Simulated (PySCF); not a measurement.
# [Eu(H2O)3]3+: from a template to the relaxed complex

Aim: find the relaxed shape of [Eu(H2O)3]3+, test it by its vibrations, and read charges and levels. It is a constructed species; whether it can be made isn't addressed.

Method: PBE, Eu lcecp-1-SVP with ECP52, O def2-SVP, H def2-SVP; scalar-relativistic core potentials, no spin–orbit coupling; program: PySCF 2.14.0.

3 further runs of the same task are left out: 2 for a known fault of the program, 1 that didn't finish.

### 1 The starting structure

10 atoms, charge 3, spin multiplicity 1.

Bond lengths: Eu1–O2 2.485 Å, Eu1–O5 2.485 Å, Eu1–O8 2.485 Å, O2–H3 0.970 Å, O2–H4 0.970 Å, O5–H6 0.970 Å, O5–H7 0.970 Å, O8–H9 0.970 Å, O8–H10 0.970 Å. Angles: O2–Eu1–O5 120.0°, O2–Eu1–O8 120.0°, O5–Eu1–O8 120.0°, Eu1–O2–H3 127.5°, Eu1–O2–H4 127.5°, H3–O2–H4 105.1°, Eu1–O5–H6 127.5°, Eu1–O5–H7 127.5°, H6–O5–H7 105.1°, Eu1–O8–H9 127.5°, Eu1–O8–H10 127.5°, H9–O8–H10 105.1°.

Geometry (Å):

```xyz
10

Eu    0.0000    0.0000    0.0000
O     2.4850    0.0000    0.0000
H     3.0750    0.0000    0.7700
H     3.0750    0.0000   -0.7700
O    -1.2425    2.1521    0.0000
H    -1.5375    2.6630    0.7700
H    -1.5375    2.6630   -0.7700
O    -1.2425   -2.1521    0.0000
H    -1.5375   -2.6630    0.7700
H    -1.5375   -2.6630   -0.7700
```

Formal oxidation states: Eu +3. Each metal's 6 4f electrons lie in its core potential, so multiplicities, spins and levels count the valence alone.

### 2 SCF at the start, singlet

run.py (the lines that set the calculation) reads:

```python
mol = gto.M(atom='''
Eu     0.00000     0.00000     0.00000
O      2.48500     0.00000     0.00000
H      3.07500     0.00000     0.77000
H      3.07500     0.00000    -0.77000
O     -1.24250     2.15210     0.00000
H     -1.53750     2.66300     0.77000
H     -1.53750     2.66300    -0.77000
O     -1.24250    -2.15210     0.00000
H     -1.53750    -2.66300     0.77000
H     -1.53750    -2.66300    -0.77000''',
    basis={'Eu': 'lcecp-1-SVP', 'O': 'def2-SVP', 'H': 'def2-SVP'},
    ecp={'Eu': 'lcecp-1-SVP'},
    charge=3, spin=0)
mf = dft.RKS(mol, xc='PBE')
mf.grids.atom_grid = (50, 194)  # f atoms: unpruned, at least (60, 302)
mf = mf.density_fit()  # fitting sets: Eu AutoAux, O def2-universal-JKFIT, H def2-universal-JKFIT
mf.conv_tol = 1e-08; mf.max_cycle = 55
mf.kernel(dm0)  # dm0: free metal ions and neutral atoms
```

Command:

```sh
$ OMP_NUM_THREADS=2 python run.py
```

Output:

```text
init E= -254.360515464678
  HOMO = -1.28329119970683  LUMO = -0.699574269622863  gap/eV = 15.88375
cycle= 1 E= -260.831694661232  delta_E= -6.47  |g|= 3.47  |ddm|= 3.16
  HOMO = -0.658564983298699  LUMO = -0.532601748502605  gap/eV = 3.42763
cycle= 2 E= -243.015613964462  delta_E= 17.8  |g|= 6.42  |ddm|= 8.29
  HOMO = -0.935785665297332  LUMO = -0.511065601658267  gap/eV = 11.55722
cycle= 3 E= -262.694231888307  delta_E= -19.7  |g|= 1.15  |ddm|= 8.15
  HOMO = -0.872384097441466  LUMO = -0.676529550636764  gap/eV = 5.32947
cycle= 4 E= -263.051741573218  delta_E= -0.358  |g|= 0.477  |ddm|= 1.69
  HOMO = -0.824961284414231  LUMO = -0.677112008766214  gap/eV = 4.02318
cycle= 5 E= -263.095456759942  delta_E= -0.0437  |g|= 0.07  |ddm|= 0.297
  HOMO = -0.8226210596419  LUMO = -0.680529845003317  gap/eV = 3.86650
cycle= 6 E= -263.096352984421  delta_E= -0.000896  |g|= 0.0152  |ddm|= 0.0409
  HOMO = -0.822336958356726  LUMO = -0.681587670451189  gap/eV = 3.82998
cycle= 7 E= -263.096395675122  delta_E= -4.27e-05  |g|= 0.00309  |ddm|= 0.0122
  HOMO = -0.822017226265053  LUMO = -0.681561597444444  gap/eV = 3.82199
cycle= 8 E= -263.096397452732  delta_E= -1.78e-06  |g|= 0.000262  |ddm|= 0.0019
  HOMO = -0.822016794282465  LUMO = -0.681570496388244  gap/eV = 3.82174
cycle= 9 E= -263.096397462037  delta_E= -9.3e-09  |g|= 0.000159  |ddm|= 0.000282
  HOMO = -0.822017719394104  LUMO = -0.681576883655  gap/eV = 3.82159
cycle= 10 E= -263.096397467025  delta_E= -4.99e-09  |g|= 1.17e-05  |ddm|= 0.000119
  HOMO = -0.822020270792151  LUMO = -0.681575172390997  gap/eV = 3.82171
Extra cycle  E= -263.096397466929  delta_E= 9.64e-11  |g|= 2.5e-05  |ddm|= 3.06e-05
converged SCF energy = -263.096397466929
```

Wall time 3.9 s (2 threads of Arm Neoverse V2, shared host); peak memory 0.66 GiB.

Result: E = -263.096397 Eh, HOMO -22.37 eV, LUMO -18.55 eV, Mulliken charge on Eu1 +1.98 e. 

### 3 Relaxation, singlet

Steps are kept in the start's point group, D3h.

run.py (the lines that set the calculation) reads:

```python
mol = gto.M(atom='''
Eu     0.00000     0.00000     0.00000
O      2.48502    -0.00001     0.00000
H      3.07498    -0.00002     0.77000
H      3.07498    -0.00002    -0.77000
O     -1.24250     2.15209     0.00000
H     -1.53748     2.66302     0.77000
H     -1.53748     2.66302    -0.77000
O     -1.24252    -2.15208     0.00000
H     -1.53751    -2.66301     0.77000
H     -1.53751    -2.66301    -0.77000''',
    basis={'Eu': 'lcecp-1-SVP', 'O': 'def2-SVP', 'H': 'def2-SVP'},
    ecp={'Eu': 'lcecp-1-SVP'},
    charge=3, spin=0)
mf = dft.RKS(mol, xc='PBE')
mf.grids.atom_grid = (50, 194)  # f atoms: unpruned, at least (60, 302)
mf = mf.density_fit()  # fitting sets: Eu AutoAux, O def2-universal-JKFIT, H def2-universal-JKFIT
mf.conv_tol = 1e-08; mf.max_cycle = 55
mf.kernel(dm0)  # dm0: an SCF of this state at this start
# quasi-Newton relaxation in Cartesian coordinates to a largest gradient under 0.00045 Eh/bohr, steps kept in the point group
```

Command:

```sh
$ OMP_NUM_THREADS=2 python run.py
```

No log is kept here; the results follow.

Wall time 24 s (2 threads of Arm Neoverse V2, shared host).

Along the way:

```tsv
step	energy from step 1 (eV)	largest force component (eV/Å)
1	0.0000	2.6217
2	-0.2488	0.8336
3	-0.3806	0.3289
4	-0.4267	0.4338
5	-0.4353	0.1575
6	-0.4363	0.0081
7	-0.4363	0.0022
```

Distances of close pairs at the start and the end, largest changes first:

```tsv
bond	before (Å)	after (Å)	change (Å)
Eu1–O5	2.485	2.311	-0.174
Eu1–O8	2.485	2.311	-0.174
Eu1–O2	2.485	2.311	-0.174
O5–H6	0.970	0.998	+0.028
O5–H7	0.970	0.998	+0.028
O2–H3	0.970	0.998	+0.028
O2–H4	0.970	0.998	+0.028
O8–H9	0.970	0.998	+0.028
```

It ends in D3h at E = -263.112433 Eh.

```
Eu    0.0000    0.0000    0.0000
O     2.3109    0.0000    0.0000
H     2.9360    0.0000    0.7784
H     2.9360    0.0000   -0.7784
O    -1.1554    2.0013    0.0000
H    -1.4680    2.5426    0.7784
H    -1.4680    2.5426   -0.7784
O    -1.1555   -2.0013    0.0000
H    -1.4680   -2.5426    0.7784
H    -1.4680   -2.5426   -0.7784
```

### 4 Frequencies and infrared intensities

run.py (the lines that set the calculation) reads:

```python
mol = gto.M(atom='''
Eu     0.00000     0.00000     0.00000
O      2.31090    -0.00001     0.00000
H      2.93597    -0.00002     0.77839
H      2.93597    -0.00002    -0.77839
O     -1.15544     2.00130     0.00000
H     -1.46797     2.54263     0.77839
H     -1.46797     2.54263    -0.77839
O     -1.15546    -2.00129     0.00000
H     -1.46800    -2.54261     0.77839
H     -1.46800    -2.54261    -0.77839''',
    basis={'Eu': 'lcecp-1-SVP', 'O': 'def2-SVP', 'H': 'def2-SVP'},
    ecp={'Eu': 'lcecp-1-SVP'},
    charge=3, spin=0)
mf = dft.RKS(mol, xc='PBE')
mf.grids.atom_grid = (50, 194)  # f atoms: unpruned, at least (60, 302)
mf = mf.density_fit()  # fitting sets: Eu AutoAux, O def2-universal-JKFIT, H def2-universal-JKFIT
mf.conv_tol = 1e-10; mf.max_cycle = 55
mf.kernel(dm0)  # dm0: the density of the relaxed state
# Hessian and dipole derivatives by central differences of gradients, 0.02 bohr
```

Command:

```sh
$ OMP_NUM_THREADS=2 python run.py
```

No log is kept here; the results follow.

Run time: 38 s. Hardware: 2 threads of Arm Neoverse V2, shared host.

Point group D3h; negative numbers are unstable modes, and those under 60 cm⁻¹ are near the numerical noise:

```tsv
cm⁻¹	km/mol	symmetry
-219	0.0	a1''
-206	0.0	e''
-206	0.0	e''
-58	8.6	a2''
51	5.5	e'
51	5.5	e'
388	0.0	a1'
395	26.5	e'
395	26.5	e'
599	0.0	e''
599	0.0	e''
608	0.0	a2'
615	261.0	a2''
636	545.9	e'
636	545.9	e'
1623	185.5	e'
1623	185.5	e'
1626	0.0	a1'
3437	858.9	e'
3437	858.9	e'
3457	0.0	a1'
3471	0.0	e''
3471	0.0	e''
3473	1190.6	a2''
```

### 5 Displaced along the imaginary mode

Steps are kept in the start's point group, D3.

run.py (the lines that set the calculation) reads:

```python
mol = gto.M(atom='''
Eu     0.00000     0.00000     0.00000
O      2.31090    -0.00001     0.00000
H      2.93596    -0.25002     0.77839
H      2.93597     0.24998    -0.77839
O     -1.15544     2.00130     0.00000
H     -1.25146     2.66763     0.77839
H     -1.68448     2.41763    -0.77839
O     -1.15546    -2.00129     0.00000
H     -1.68450    -2.41761     0.77839
H     -1.25149    -2.66761    -0.77839''',
    basis={'Eu': 'lcecp-1-SVP', 'O': 'def2-SVP', 'H': 'def2-SVP'},
    ecp={'Eu': 'lcecp-1-SVP'},
    charge=3, spin=0)
mf = dft.RKS(mol, xc='PBE')
mf.grids.atom_grid = (50, 194)  # f atoms: unpruned, at least (60, 302)
mf = mf.density_fit()  # fitting sets: Eu AutoAux, O def2-universal-JKFIT, H def2-universal-JKFIT
mf.conv_tol = 1e-08; mf.max_cycle = 55
mf.kernel(dm0)  # dm0: an SCF of this state at this start
# quasi-Newton relaxation in Cartesian coordinates to a largest gradient under 0.00045 Eh/bohr, steps kept in the point group
```

Command:

```sh
$ OMP_NUM_THREADS=2 python run.py
```

No log is kept here; the results follow.

It took 99 s on 2 threads of Arm Neoverse V2, shared host.

Step by step:

```tsv
step	energy from step 1 (eV)	largest force component (eV/Å)
1	0.0000	1.0785
2	-0.1389	0.0736
3	-0.1482	0.0522
4	-0.1581	0.2461
5	-0.1637	0.3039
6	-0.1822	0.2682
7	-0.2054	0.0714
8	-0.2058	0.5881
9	-0.2286	0.1020
10	-0.2385	0.0932
11	-0.2385	0.4687
12	-0.2548	0.0243
13	-0.2592	0.0379
14	-0.2634	0.0813
15	-0.2664	0.1339
16	-0.2701	0.1326
17	-0.2744	0.0263
18	-0.2757	0.1660
19	-0.2777	0.0197
20	-0.2788	0.0304
21	-0.2793	0.1226
22	-0.2801	0.0198
23	-0.2805	0.0168
24	-0.2806	0.1020
25	-0.2811	0.0037
```

Close pairs (by a distance rule), those that changed most:

```tsv
bond	before (Å)	after (Å)	change (Å)
O2–H4	1.029	0.999	-0.030
O8–H9	1.029	0.999	-0.030
O2–H3	1.029	0.999	-0.030
O5–H7	1.029	0.999	-0.030
O8–H10	1.029	0.999	-0.030
O5–H6	1.029	0.999	-0.030
Eu1–O5	2.311	2.296	-0.015
Eu1–O8	2.311	2.296	-0.015
```

It ends in D3 at E = -263.118872 Eh.

```
Eu    0.00000    0.00000    0.00000
O     2.29588   -0.00001    0.00000
H     2.92006   -0.76946    0.12519
H     2.92007    0.76942   -0.12519
O    -1.14793    1.98829    0.00000
H    -0.79366    2.91358    0.12519
H    -2.12638    2.14414   -0.12519
O    -1.14795   -1.98828    0.00000
H    -2.12640   -2.14412    0.12519
H    -0.79369   -2.91357   -0.12519
```

### 6 Frequencies and infrared intensities

run.py (the lines that set the calculation) reads:

```python
mol = gto.M(atom='''
Eu     0.00000     0.00000     0.00000
O      2.29588    -0.00001     0.00000
H      2.92006    -0.76946     0.12519
H      2.92007     0.76942    -0.12519
O     -1.14793     1.98829     0.00000
H     -0.79366     2.91358     0.12519
H     -2.12638     2.14414    -0.12519
O     -1.14795    -1.98828     0.00000
H     -2.12640    -2.14412     0.12519
H     -0.79369    -2.91357    -0.12519''',
    basis={'Eu': 'lcecp-1-SVP', 'O': 'def2-SVP', 'H': 'def2-SVP'},
    ecp={'Eu': 'lcecp-1-SVP'},
    charge=3, spin=0)
mf = dft.RKS(mol, xc='PBE')
mf.grids.atom_grid = (50, 194)  # f atoms: unpruned, at least (60, 302)
mf = mf.density_fit()  # fitting sets: Eu AutoAux, O def2-universal-JKFIT, H def2-universal-JKFIT
mf.conv_tol = 1e-10; mf.max_cycle = 55
mf.kernel(dm0)  # dm0: the density of the relaxed state
# Hessian and dipole derivatives by central differences of gradients, 0.02 bohr
```

Command:

```sh
$ OMP_NUM_THREADS=2 python run.py
```

The driver keeps no SCF log for this step, only its results.

Run time: 41 s. Hardware: 2 threads of Arm Neoverse V2, shared host.

Point group D3; negative numbers are unstable modes, and those under 60 cm⁻¹ are near the numerical noise:

```tsv
cm⁻¹	km/mol	symmetry
-16	12.1	a2
78	6.5	e
78	6.5	e
81	0.0	a1
108	0.3	e
108	0.3	e
390	0.0	a1
403	18.0	e
403	18.0	e
589	0.1	a2
624	108.3	e
624	108.3	e
642	22.8	e
642	22.8	e
664	1064.4	a2
1622	188.7	e
1622	188.7	e
1628	0.0	a1
3432	842.2	e
3432	842.2	e
3453	0.0	a1
3466	31.5	a2
3470	617.2	e
3470	617.2	e
```

### 7 Charges, bond orders and levels

run.py (the lines that set the calculation): that of step 6 with these lines changed.

```diff
@@ -15,6 +15,5 @@
 mf = dft.RKS(mol, xc='PBE')
-mf.grids.atom_grid = (50, 194)  # f atoms: unpruned, at least (60, 302)
+mf.grids.atom_grid = (75, 302)  # f atoms: unpruned, at least (60, 302)
 mf = mf.density_fit()  # fitting sets: Eu AutoAux, O def2-universal-JKFIT, H def2-universal-JKFIT
-mf.conv_tol = 1e-10; mf.max_cycle = 55
+mf.conv_tol = 1e-09; mf.max_cycle = 55
 mf.kernel(dm0)  # dm0: the density of the relaxed state
-# Hessian and dipole derivatives by central differences of gradients, 0.02 bohr
```

Command:

```sh
$ OMP_NUM_THREADS=2 python run.py
```

Output:

```text
init E= -263.118864394003
  HOMO = -0.852733385739468  LUMO = -0.651691988357203  gap/eV = 5.47062
cycle= 1 E= -263.118864394265  delta_E= -2.63e-10  |g|= 3.98e-06  |ddm|= 5.06e-05
  HOMO = -0.852733571047193  LUMO = -0.651690745415323  gap/eV = 5.47065
Extra cycle  E= -263.118864394261  delta_E= 4.09e-12  |g|= 6.19e-06  |ddm|= 1.03e-05
converged SCF energy = -263.118864394261
```

It took 12 s on 2 threads of Arm Neoverse V2, shared host.

It gives: E = -263.118864 Eh, HOMO -23.20 eV, LUMO -17.73 eV, Mulliken charge on Eu1 +1.85 e, largest force component 0.006 eV/Å. 

Löwdin charges:

```tsv
atom	value (e)
Eu1	1.57
O2	0.04
H3	0.22
H4	0.22
O5	0.04
H6	0.22
H7	0.22
O8	0.04
H9	0.22
H10	0.22
```

Mulliken charges: Eu1 +1.85, O2 -0.27, H3 +0.33, H4 +0.33, O5 -0.27, H6 +0.33, H7 +0.33, O8 -0.27, H9 +0.33, H10 +0.33 e.

Contacts (the nearest donor of each ligand) and Mayer bond orders:

```tsv
contact	distance (Å)	bond order
Eu1–O2 (H2O)	2.296	0.66
Eu1–O5 (H2O)	2.296	0.66
Eu1–O8 (H2O)	2.296	0.66
```

Mulliken populations of Eu1 outside the core potential: s 2.13, p 6.15, d 0.82, f 0.05.

Orbitals, density, ELF and potential are computed afterwards from the orbital file.

Frontier orbitals at PBE, with the share of their density that lies nearest to each atom:

```tsv
orbital	energy (eV)	lies on
HOMO	-23.20	O2, O5, O8 about 28 % each
LUMO	-17.73	Eu1 91 %
```

ELF in a plane through or near 10 of the atoms.

Values, 10 rows by 14 columns:
```
0.00 0.00 0.00 0.00 0.00 0.00 0.00 0.00 0.00 0.00 0.00 0.00 0.00 0.00
0.00 0.00 0.00 0.00 0.00 0.00 0.00 0.00 0.00 0.00 0.00 0.00 0.00 0.00
0.00 0.00 0.00 0.00 0.67 0.62 0.01 0.00 0.00 0.00 0.02 0.00 0.00 0.00
0.00 0.00 0.01 0.23 0.76 0.81 0.12 0.00 0.03 0.67 0.93 0.13 0.00 0.00
0.00 0.00 0.14 0.93 0.81 0.81 0.27 0.75 0.27 0.69 0.75 0.46 0.03 0.00
0.00 0.00 0.00 0.00 0.01 0.11 0.89 0.51 0.42 0.18 0.52 0.65 0.01 0.00
0.00 0.00 0.00 0.00 0.00 0.15 0.72 0.55 0.03 0.00 0.00 0.00 0.00 0.00
0.00 0.00 0.00 0.00 0.40 0.96 0.80 0.91 0.58 0.01 0.00 0.00 0.00 0.00
0.00 0.00 0.00 0.00 0.00 0.35 0.04 0.63 0.41 0.00 0.00 0.00 0.00 0.00
0.00 0.00 0.00 0.00 0.00 0.00 0.00 0.00 0.00 0.00 0.00 0.00 0.00 0.00
```
The map spans 11.2 Å across and 11.2 Å up, centred on the molecule. Atoms in the plane (x, y in Å): Eu1 (0.0, 0.0), O2 (2.1, 0.8), H3 (2.4, 1.8), H4 (3.0, 0.4), O5 (-0.3, -2.3), H6 (0.3, -3.0), H7 (-1.2, -2.8), O8 (-1.8, 1.4), H9 (-2.8, 1.2), H10 (-1.8, 2.4).

On the surface of density 0.002 e/bohr³ the electrostatic potential runs, from the 1st to the 99th percentile, from 12.53 to 20.75 V.

### 8 Summary of results

| quantity | value |
| --- | --- |
| state and point group | singlet in the valence, D3 |
| first geometry: modes | -219 to 3473 cm⁻¹, 4 unstable |
| first geometry: strongest infrared band (modes within 1.5 cm⁻¹ summed) | 3437 cm⁻¹ (1718 km/mol) |
| modes | -16 to 3470 cm⁻¹, none unstable |
| strongest infrared band (modes within 1.5 cm⁻¹ summed) | 3432 cm⁻¹ (1684 km/mol) |
| zero-point energy | 1.924 eV |
| metal–ligand contacts | 2.30 Å |
| frontier levels | HOMO -23.20 eV, LUMO -17.73 eV |
| dipole about the centre of mass | 0.00 D |
| mean polarisability | 5.3 Å³ |

At the first geometry 4 modes are unstable, so this structure is a saddle point; the molecule was then pushed along the lowest one and relaxed again. All modes are real within the noise of the softest ones, so a minimum is likely but not shown. The metal carries +1.57 e by Löwdin's partition against a formal +3, and bond orders to the nearest donors reach 0.66. Both measures hang on the basis. Leaving the first, D3h structure gained 0.18 eV and gave D3. One start shape was tried, so another isomer may lie lower. These are double-zeta-type bases without diffuse functions. Spin–orbit coupling is left out.
